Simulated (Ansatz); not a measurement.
**Ta4Al5N9: melt and quench**

This session takes Ta4Al5N9 and sets out to follow a random packing through a hot liquid and a fast quench, and see what structure it leaves.

Method: DFT PBE, scalar-relativistic, plane waves, PAW, in Ansatz 0.2.0.

### 1 The starting structure

The cell holds 18 atoms (Al5N9Ta4): a = 5.705 Å, b = 6.301 Å, c = 5.766 Å, α = 87.31°, β = 90.43°, γ = 91.07°.

It is the last frame of an earlier stage of the same melt, run at 2880 K.

As a file:

```cif
data_structure
_symmetry_space_group_name_H-M 'P 1'
_symmetry_Int_Tables_number 1
_cell_length_a 5.7047
_cell_length_b 6.3011
_cell_length_c 5.7662
_cell_angle_alpha 87.312
_cell_angle_beta 90.427
_cell_angle_gamma 91.067
_cell_volume 207.00
loop_
_atom_site_label
_atom_site_type_symbol
_atom_site_fract_x
_atom_site_fract_y
_atom_site_fract_z
_atom_site_occupancy
Al1 Al 0.13901 0.68496 0.80566 1
Al2 Al 0.38080 0.08371 0.60699 1
Al3 Al 0.61972 0.48236 0.69905 1
Al4 Al 0.15236 0.87382 0.20169 1
Al5 Al 0.59717 0.96937 0.02796 1
N1 N 0.67542 0.23721 0.48705 1
N2 N 0.76204 0.27406 0.02946 1
N3 N 0.36775 0.50042 0.87759 1
N4 N 0.59523 0.70924 0.27514 1
N5 N 0.90303 0.90572 0.88290 1
N6 N 0.95168 0.57202 0.62200 1
N7 N 0.50826 0.82927 0.74076 1
N8 N 0.16602 0.54115 0.19268 1
N9 N 0.28767 0.15020 0.15738 1
Ta1 Ta 0.49216 0.41152 0.19079 1
Ta2 Ta 0.02438 0.28782 0.38566 1
Ta3 Ta 0.75757 0.90270 0.48636 1
Ta4 Ta 0.08242 0.29076 0.89488 1
```

### 2 Langevin stage at 1600 K

One k point, a Fermi-Dirac width of 0.138 eV and a fixed cell.

The input, input.yaml:

```yaml
crystal:
  lattice:
    - [5.704355, -0.055535, -0.020697]
    - [-0.055535, 6.299277, 0.141156]
    - [-0.020697, 0.141156, 5.764395]
  atoms:
    - { symbol: Al, position: [0.1390062883, 0.6849647613, 0.8056584085] }
    - { symbol: Al, position: [0.3807963141, 0.0837099522, 0.606994618] }
    - { symbol: Al, position: [0.6197229771, 0.4823582082, 0.6990470625] }
    - { symbol: Al, position: [0.1523568643, 0.8738192987, 0.2016890804] }
    - { symbol: Al, position: [0.5971742813, 0.9693715775, 0.0279640165] }
    - { symbol: "N", position: [0.675421949, 0.2372101383, 0.4870454501] }
    - { symbol: "N", position: [0.7620387628, 0.2740649483, 0.029456991] }
    - { symbol: "N", position: [0.3677491819, 0.5004223552, 0.8775901843] }
    - { symbol: "N", position: [0.5952266786, 0.7092389655, 0.2751449402] }
    - { symbol: "N", position: [0.9030316067, 0.9057180797, 0.8828956038] }
    - { symbol: "N", position: [0.9516815328, 0.5720155538, 0.6219981211] }
    - { symbol: "N", position: [0.5082614026, 0.8292676045, 0.7407634035] }
    - { symbol: "N", position: [0.1660204989, 0.5411478948, 0.192678918] }
    - { symbol: "N", position: [0.2876705896, 0.1502028145, 0.1573834122] }
    - { symbol: Ta, position: [0.4921575448, 0.4115191024, 0.1907865372] }
    - { symbol: Ta, position: [0.0243752897, 0.2878171967, 0.3856591093] }
    - { symbol: Ta, position: [0.7575727215, 0.9026993325, 0.4863619505] }
    - { symbol: Ta, position: [0.0824177681, 0.2907626737, 0.8948819178] }
  symmetry: { detect: false }
basis:
  ecutwfc: 420
  xc_grid: 1
kpoints:
  mp_grid: { grid: [1, 1, 1], shift: [0.25, 0.25, 0.25] }
hamiltonian:
  xc: pbe
scf:
  occupations: { method: fermi_dirac, width: 0.1379 }
  lower_state_search: "off"
  convergence: { dr2_threshold: 1.0e-05 }
output:
  forces: true
  stress: true
md:
  timestep: 2.0
  n_steps: 250
  ensemble: nvt_langevin
  friction: 0.03
  temperature: 1600.0
  initial_velocities: maxwell_boltzmann
  seed: 48129
```

Run with:

```console
$ ansatz run input.yaml --threads 2 --pin off --max-ram 5120MiB --backend cpu --events-out ev --progress --plain --runs-dir out
```

The program printed, shortened:

```text
Warning: scf.convergence.dr2_threshold = 1e-5 eV is looser than this run's default, which is 1e-7 eV or tighter. The error in the forces grows as the threshold's square root, so leave the key out unless less accurate forces are enough
Warning: output.stress: scf.convergence.dr2_threshold = 1e-5 eV is looser than the 1.8e-9 eV advised for a printed stress (1e-10 eV for each atom of the cell: 18). What an SCF threshold leaves in a stress goes as its square root, and in the free energy as the threshold itself, and one [...]
Warning: RAYON_NUM_THREADS=2 ignored (pool sized by the plan → 2); use --threads N
band count auto-derived: 75 (N_el = 112.0; filled up to band 56; 74 by the electrons, moments and atoms)
[...]
Pseudopotentials: kind: paw
Pseudopotential: Al, paw, valence charge 3, recommended cutoff 420 eV (normal), Al.paw.azcp
Pseudopotential: N, paw, valence charge 5, recommended cutoff 420 eV (normal), N.paw.azcp
Pseudopotential: Ta, paw, valence charge 13, recommended cutoff 420 eV (normal), Ta.paw.azcp
Functional definition: PBE
[...]
Crystal: 18 atoms, lattice volume = 207.000 Å³
Basis set: ecut = 420 eV, 4085 PW (Γ)
Bands: 75, of which v1, the nominal top of the filled ones, is band 56 counted from 1 (55 counted from 0)
Symmetry: 1 space group operations
k-points: 1
[...]
SCF iter   1: F=—  HF=-45877.011671 eV  |F-HF|=—  |Δ(HF+E_count)|=         —  Δρ=1.16e-2  dr2=2.60e-1  ethr=1.77e-3  ⟨swp⟩=6.0  Hψ=326  notcnv=0
[...]
md step     0: t =     0.00 fs  T =  1511.1 K  F+E_penalty+E_count = -45876.96218770 eV  E_kin = 3.515872 eV  P_inst = 11.1337 GPa  (6 SCF iters)
[...]
md step     9: t =    18.00 fs  T =  1759.6 K  F+E_penalty+E_count = -45879.19266250 eV  E_kin = 4.094018 eV  P_inst = 6.9870 GPa  (4 SCF iters)
[...]
md step    18: t =    36.00 fs  T =  1431.0 K  F+E_penalty+E_count = -45878.47612946 eV  E_kin = 3.329479 eV  P_inst = 7.4775 GPa  (4 SCF iters)
[...]
md step    27: t =    54.00 fs  T =  2140.4 K  F+E_penalty+E_count = -45879.81609393 eV  E_kin = 4.979949 eV  P_inst = 11.9617 GPa  (4 SCF iters)
[...]
md step    36: t =    72.00 fs  T =  2514.9 K  F+E_penalty+E_count = -45881.44138580 eV  E_kin = 5.851364 eV  P_inst = 9.4513 GPa  (4 SCF iters)
md step    37: t =    74.00 fs  T =  2547.3 K  F+E_penalty+E_count = -45881.29929625 eV  E_kin = 5.926688 eV  P_inst = 9.3364 GPa  (4 SCF iters)
md step    38: t =    76.00 fs  T =  2231.7 K  F+E_penalty+E_count = -45881.06694397 eV  E_kin = 5.192448 eV  P_inst = 9.0747 GPa  (4 SCF iters)
```

### 3 The output, continued: Langevin dynamics at 1600 K from the last frame before

Output, continued, shortened:

```text
md step    39: t =    78.00 fs  T =  1971.8 K  F+E_penalty+E_count = -45880.80094288 eV  E_kin = 4.587756 eV  P_inst = 9.1363 GPa  (4 SCF iters)
[...]
md step    69: t =   138.00 fs  T =  1025.7 K  F+E_penalty+E_count = -45881.64478875 eV  E_kin = 2.386453 eV  P_inst = 10.1432 GPa  (4 SCF iters)
[...]
md step    99: t =   198.00 fs  T =  1616.7 K  F+E_penalty+E_count = -45882.36751432 eV  E_kin = 3.761598 eV  P_inst = 6.8384 GPa  (4 SCF iters)
[...]
md step   129: t =   258.00 fs  T =  1498.9 K  F+E_penalty+E_count = -45880.87980638 eV  E_kin = 3.487348 eV  P_inst = 11.2787 GPa  (4 SCF iters)
[...]
md step   158: t =   316.00 fs  T =  1788.0 K  F+E_penalty+E_count = -45880.09794838 eV  E_kin = 4.160204 eV  P_inst = 9.8893 GPa  (4 SCF iters)
md step   159: t =   318.00 fs  T =  1718.8 K  F+E_penalty+E_count = -45879.80954976 eV  E_kin = 3.999108 eV  P_inst = 10.5554 GPa  (4 SCF iters)
```

### 4 The log goes on: Langevin dynamics at 1600 K from the last frame before

The log, continued, shortened:

```text
md step   160: t =   320.00 fs  T =  1919.0 K  F+E_penalty+E_count = -45879.96083319 eV  E_kin = 4.464967 eV  P_inst = 10.4453 GPa  (6 SCF iters)
[...]
md step   182: t =   364.00 fs  T =  1553.8 K  F+E_penalty+E_count = -45881.85520173 eV  E_kin = 3.615114 eV  P_inst = 5.1534 GPa  (4 SCF iters)
[...]
md step   204: t =   408.00 fs  T =  1611.5 K  F+E_penalty+E_count = -45879.53674706 eV  E_kin = 3.749478 eV  P_inst = 12.9976 GPa  (4 SCF iters)
[...]
md step   226: t =   452.00 fs  T =  2036.6 K  F+E_penalty+E_count = -45880.72684219 eV  E_kin = 4.738450 eV  P_inst = 15.1250 GPa  (4 SCF iters)
[...]
md step   248: t =   496.00 fs  T =  1930.7 K  F+E_penalty+E_count = -45882.94509517 eV  E_kin = 4.492110 eV  P_inst = 4.7622 GPa  (4 SCF iters)
md step   249: t =   498.00 fs  T =  1931.0 K  F+E_penalty+E_count = -45883.13943573 eV  E_kin = 4.492709 eV  P_inst = 3.9600 GPa  (4 SCF iters)
[...]
SCF converged after 6 iterations
Free energy (F): -45883.284150 eV
[...]
E sigma→0 (E₀):  -45883.131093 eV
Entropy (-TS):   -0.306115 eV (-17.006 meV/atom)
Fermi energy:    13.098050 eV
[...]
--- Forces (eV/Å), atoms counted from 1 ---
  atom   1  Al    -1.01819632    -0.03492437     0.26927523
  atom   2  Al    -0.33037446    -0.02298509     0.42677470
  atom   3  Al     0.91393530     0.47329034     2.18276550
  atom   4  Al     0.26883187     0.37640569    -0.86227938
  atom   5  Al     0.52319311     1.11453623    -0.67431219
  atom   6  N      2.18213897     0.60740981    -3.08129539
  atom   7  N      0.17904769    -0.03136176    -1.12518346
  atom   8  N      1.74922649     1.02873029    -0.27783492
[...]
--- Stress (GPa, compression-positive) ---
        4.744068      -2.284003      -8.038612
       -2.284008      -6.369612      -1.526264
       -8.038611      -1.526257       5.102227
  P = ⅓ Tr σ = 1.1589 GPa (11.589 kbar)
--- MD trajectory: 250 steps, t = 0.0 → 500.0 fs ---
  final state: T = 2242.5 K   F+E_penalty+E_count = -45883.28415037 eV   E_kin = 5.217574 eV
```

Run time: 3.6 min. Hardware: 2 threads of Intel Xeon Platinum 8375C at 2.90GHz (Ice Lake), shared host; peak memory 0.47 GiB.

### 5 What the atoms did

The trajectory, every 10 steps (energies from step 0); msd is the mean square displacement from the start, the centre of mass held:

```
time (fs)  T (K)  potential energy change (meV/atom)  pressure (GPa)  msd Al (Å²)  msd N (Å²)  msd Ta (Å²)
      0.0   1511                                 0.0            11.1        0.000       0.000        0.000
     20.0   1982                              -119.0             7.0        0.039       0.098        0.003
     40.0   1615                              -101.3             8.1        0.100       0.188        0.007
     60.0   1823                              -193.4            11.9        0.107       0.155        0.017
     80.0   1882                              -196.6             9.6        0.227       0.181        0.040
    100.0   1547                              -240.5             9.9        0.281       0.197        0.083
    120.0   1382                              -219.1             9.4        0.247       0.232        0.115
    140.0   1185                              -256.9            11.0        0.246       0.149        0.122
    160.0   1277                              -241.3             7.2        0.285       0.107        0.118
    180.0   1728                              -283.2             3.6        0.254       0.155        0.104
    200.0   1469                              -308.1             6.5        0.338       0.134        0.102
    220.0   1892                              -266.4             5.8        0.384       0.220        0.100
    240.0   1397                              -195.0             9.8        0.426       0.267        0.108
    260.0   1728                              -212.9            11.4        0.478       0.213        0.119
    280.0   2424                              -216.6             8.1        0.519       0.228        0.109
    300.0   1666                              -218.3             8.7        0.433       0.216        0.108
    320.0   1919                              -166.6            10.4        0.332       0.218        0.136
    340.0   1227                              -243.8             9.4        0.242       0.180        0.183
    360.0   1720                              -279.1             6.6        0.253       0.222        0.195
    380.0   1567                              -260.3             8.7        0.257       0.244        0.215
    400.0   2286                              -213.2            12.4        0.283       0.229        0.233
    420.0   1347                               -96.2            11.3        0.349       0.308        0.246
    440.0   2317                              -264.1            10.7        0.363       0.248        0.235
    460.0   2013                              -170.2            14.6        0.395       0.229        0.222
    480.0   1601                              -222.9            10.5        0.420       0.200        0.197
    500.0   2242                              -351.2             3.9        0.313       0.139        0.171
```

time (fs), T (K) and a bar:
```
      0.0       1511 #######
     22.0       1995 ################
     44.0       1742 ###########
     66.0       1782 ############
     86.0       1882 ##############
    108.0       1896 ##############
    130.0       1739 ###########
    152.0       1949 ###############
    174.0       1879 ##############
    196.0       1598 #########
    218.0       2029 #################
    240.0       1397 #####
    260.0       1728 ###########
    282.0       2461 #########################
    304.0       1764 ############
    326.0       2283 #####################
    348.0       1453 ######
    370.0       1220 ##
    392.0       1444 ######
    414.0       1128 
    434.0       2743 ##############################
    456.0       2173 ###################
    478.0       1641 ##########
    500.0       2242 #####################
```

Pair distribution over the second half of the run:

| r (Å) | g N–N | g Al–N | g N–Ta |
| --- | --- | --- | --- |
| 0.68 | 0.00 | 0.00 | 0.00 |
| 0.84 | 0.00 | 0.00 | 0.00 |
| 1.00 | 0.00 | 0.00 | 0.00 |
| 1.16 | 0.00 | 0.00 | 0.00 |
| 1.32 | 0.00 | 0.00 | 0.00 |
| 1.48 | 0.00 | 0.00 | 0.00 |
| 1.64 | 0.00 | 0.72 | 0.02 |
| 1.80 | 0.00 | 3.96 | 0.69 |
| 1.96 | 0.00 | 3.73 | 3.09 |
| 2.12 | 0.00 | 1.70 | 3.89 |
| 2.28 | 0.04 | 0.75 | 2.57 |
| 2.44 | 0.53 | 0.30 | 1.30 |
| 2.60 | 1.55 | 0.27 | 0.56 |
| 2.76 | 2.53 | 0.35 | 0.55 |

First peaks of g(r) (not always the tallest), and, where a minimum follows, the mean number of second-named atoms round a first-named one up to the next minimum:

```csv
pair,peak (Å),height,minimum (Å),neighbours
Al–N,1.88,4.3,2.52,3.7
N–Ta,2.04,3.9,-,-
```

### 6 Snapshots as a file

Extended XYZ, with forces in eV/Å:

```xyz
18
Lattice="5.704 -0.056 -0.021 -0.056 6.299 0.141 -0.021 0.141 5.764" Properties=species:S:1:pos:R:3:forces:R:3 pbc="T T T" time_fs=84.0 T=1732 dE=-3.3398
Al    1.076    4.483    4.643   -0.597   -2.396   -0.873
Al    1.818    0.628    2.914    1.509   -0.823    6.452
Al    3.810    2.800    3.716   -3.631    0.806    4.110
Al    1.167    5.076    1.335   -2.378    1.676    0.226
Al    3.757    5.977   -0.145    0.562   -1.140   -0.170
N     3.594    1.295    2.702    0.805   -2.867   -0.050
N     4.349    1.513    0.022   -0.848    0.283    1.534
N     2.259    2.984    4.936    1.367   -0.956   -1.634
N     2.951    4.845    1.396    2.457    0.225   -1.486
N     5.653    5.773    4.956   -2.597    2.622    1.308
N     5.482    3.363    3.738    0.580   -1.115   -0.900
N     2.407    5.558    4.155    3.520    1.910    0.036
N     0.761    3.366    1.000   -0.778   -1.749   -0.442
N     1.441    0.744    1.307   -1.368    1.553   -6.336
Ta    2.838    2.487    1.138   -1.070    2.442   -1.842
Ta   -0.220    1.892    2.072    0.405    1.738    0.022
Ta    4.190    5.475    2.813    0.539   -1.366    2.144
Ta    0.520    1.740    5.184    1.519   -0.850   -2.094
18
Lattice="5.704 -0.056 -0.021 -0.056 6.299 0.141 -0.021 0.141 5.764" Properties=species:S:1:pos:R:3:forces:R:3 pbc="T T T" time_fs=166.0 T=1511 dE=-4.0709
Al    1.169    4.366    4.610   -1.070   -3.118   -1.321
Al    1.874    0.213    2.935    0.061    0.275    1.631
Al    3.841    2.386    4.103   -1.493   -0.760    2.025
Al    0.576    5.148    1.054    1.286    1.344    2.380
Al    3.848    5.540   -0.135    0.464    2.304    1.923
N     3.582    1.068    2.756    1.032    0.285    0.327
N     4.244    1.268    0.055    1.739    0.916    0.163
N     2.212    2.682    4.880    1.081    0.800   -0.396
N     3.273    4.597    1.396    1.026   -0.337    0.908
N     5.728    5.622    5.103   -1.358    1.352   -0.388
N     5.373    3.317    3.694    0.154   -1.356   -0.382
N     2.780    5.034    4.345    0.722    2.739   -3.214
N     0.762    3.279    1.045    0.478    0.633   -1.348
N     1.807    0.488    1.178   -3.635    1.632   -4.136
Ta    2.845    2.529    1.173   -1.187   -2.372   -0.878
Ta   -0.297    1.961    2.021    1.812   -1.748    0.954
Ta    4.373    5.314    2.884   -0.403   -0.755    0.785
Ta    0.635    1.583    5.095   -0.711   -1.835    0.979
18
Lattice="5.704 -0.056 -0.021 -0.056 6.299 0.141 -0.021 0.141 5.764" Properties=species:S:1:pos:R:3:forces:R:3 pbc="T T T" time_fs=250.0 T=1233 dE=-3.1184
Al    1.421    4.133    4.083   -0.994    0.746    0.797
Al    1.710    0.379    2.980    1.441   -1.817   -1.649
Al    4.016    2.138    4.120    0.966   -0.971    0.411
Al    0.882    4.954    0.947   -1.112    1.383    0.061
Al    3.906    5.702    0.035    3.249    0.844    2.690
N     3.766    1.172    2.453   -1.298   -0.554    3.099
N     4.452    1.422    0.305    1.772   -1.665   -3.210
N     2.664    2.856    4.836   -3.301    1.186   -1.108
N     3.705    4.295    1.876   -1.370   -1.180   -3.416
N     5.758    5.531    4.981   -1.014    0.382   -0.571
N     5.600    2.870    3.745    1.691    0.902   -0.339
N     2.735    5.662    4.529   -1.893    0.004   -2.301
N     0.948    3.166    0.687   -0.359    0.832    0.325
N     1.307    0.584    1.014    2.678   -0.536    1.986
Ta    2.802    2.375    1.126    1.024    1.451   -0.058
Ta    0.035    1.978    1.960   -2.351   -0.907    0.111
Ta    4.273    5.616    3.015    3.503   -0.453    3.410
Ta    0.932    1.545    5.018   -2.630    0.350   -0.239
18
Lattice="5.704 -0.056 -0.021 -0.056 6.299 0.141 -0.021 0.141 5.764" Properties=species:S:1:pos:R:3:forces:R:3 pbc="T T T" time_fs=334.0 T=2146 dE=-5.7463
Al    1.226    4.369    4.012    2.063    1.167    1.119
Al    2.146    0.459    2.836   -1.923   -1.513   -1.001
Al    3.915    2.553    3.958    1.766    0.910    2.536
Al    0.886    5.134    1.092   -1.824    1.625   -0.094
Al    3.711    6.186    0.235    0.113   -2.513    0.692
N     3.694    1.300    2.740    2.551   -0.149   -2.161
N     4.744    1.519    0.124   -0.636    0.715   -0.028
N     2.384    2.866    4.730   -0.489    0.585    0.304
N     3.756    4.709    1.686    0.649   -0.382    0.239
N     5.578    5.519    5.111    1.496    0.113    0.877
N     5.723    3.029    3.763   -2.634   -1.688   -1.255
N     2.769    5.707    4.422   -1.196    0.213    0.355
N     1.250    3.429    1.252   -1.534   -1.670    0.771
N     1.911    0.480    0.844    0.377    0.686    0.642
Ta    2.898    2.554    1.009    0.743    0.266    0.129
Ta   -0.072    1.887    2.086    1.858   -0.053   -0.586
Ta    4.549    5.563    3.341    0.612    0.933   -2.673
Ta    0.886    1.436    4.955   -1.987    0.760    0.134
18
Lattice="5.704 -0.056 -0.021 -0.056 6.299 0.141 -0.021 0.141 5.764" Properties=species:S:1:pos:R:3:forces:R:3 pbc="T T T" time_fs=416.0 T=1106 dE=-1.2908
Al    1.546    4.433    4.318   -2.367    0.789   -1.038
Al    2.258    0.691    2.949   -1.727   -0.338   -4.080
Al    3.947    2.565    4.393   -0.836    0.175   -3.681
Al    0.643    4.820    1.332   -0.667    3.705   -0.303
Al    3.680    5.776    0.106   -0.079    1.510    3.689
N     3.709    1.626    2.684    1.045    1.194    0.658
N     4.442    1.475    0.017    1.199   -2.299    3.030
N     2.170    2.843    4.829    3.049   -0.019   -0.835
N     4.055    4.180    1.869   -0.759    1.877   -0.586
N     5.799    5.539    4.953   -0.275   -0.512    3.039
N     5.677    2.925    4.009   -0.122    2.221   -3.017
N     2.631    5.992    4.436    1.069   -2.493   -1.131
N     0.821    3.098    1.264    1.779    0.589   -1.131
N     2.221    0.549    0.833   -3.041    0.141    1.445
Ta    2.738    2.846    0.970    2.006   -2.704    2.610
Ta   -0.168    1.655    1.997   -1.157   -1.255    1.748
Ta    4.742    5.495    3.354   -1.405   -0.539   -2.295
Ta    0.616    1.434    4.926    2.294   -2.044    1.877
18
Lattice="5.704 -0.056 -0.021 -0.056 6.299 0.141 -0.021 0.141 5.764" Properties=species:S:1:pos:R:3:forces:R:3 pbc="T T T" time_fs=500.0 T=2242 dE=-6.3220
Al    1.336    4.239    4.367   -1.018   -0.035    0.269
Al    2.019    0.226    2.818   -0.330   -0.023    0.427
Al    3.880    2.263    4.199    0.914    0.473    2.183
Al    0.446    5.017    1.229    0.269    0.376   -0.862
Al    3.329    5.918    0.309    0.523    1.115   -0.674
N     3.514    1.256    2.810    2.182    0.607   -3.081
N     4.403    1.360    0.255    0.179   -0.031   -1.125
N     2.237    2.651    4.841    1.749    1.029   -0.278
N     3.577    4.493    1.467    0.547   -0.035    1.666
N     5.721    5.392    5.208    0.246    1.183   -2.639
N     5.554    3.020    3.666   -1.006   -0.363   -0.358
N     2.897    5.498    4.251   -2.072   -1.179    1.691
N     0.880    3.257    0.953   -1.341   -1.428    1.271
N     1.649    0.549    0.979    0.585   -1.173   -0.549
Ta    2.709    2.686    1.179    1.838   -1.460   -0.673
Ta   -0.109    1.704    2.043   -1.653    0.176    0.604
Ta    4.621    5.351    3.243    0.681    0.563    2.263
Ta    0.711    1.353    5.030   -2.294    0.205   -0.132
```

### 7 Summary of the stages

Means over the second half of each stage, earlier sessions' stages included (the first, hottest stages at a lower cutoff are left out); the pressure holds its kinetic part:

```csv
thermostat (K),duration (fs),mean T (K),mean P (GPa),mean potential energy over the last stage (meV/atom),largest msd at the end (Å²),wall time
4000,500,3987,18.2,352,2.85,4.5 min
2880,500,2876,13.5,249,2.20,3.8 min
1600,500,1816,9.6,0,0.29,3.6 min
```

### 8 Outcome

| quantity | value |
| --- | --- |
| 1600 K: length | 250 steps of 2 fs |
| 1600 K: temperature, first and last step | 1511 and 2242 K |
| 1600 K: temperature, second half | mean 1816 K, from 1106 to 2876 K |

In words: Against a set 1600 K the second half averages 1816 K with a spread of 393 K (in equilibrium 18 atoms would scatter by about 308 K, over a far longer run). The set temperature drops by 2400 K in 1000 fs, about 2×10^15 K/s: far faster than any laboratory quench, and in so small a cell the end may be disordered or ordered by chance. A run of 500 fs with 18 atoms shows the motion but fixes no equilibrium value. Spin-orbit coupling is left out for Ta.
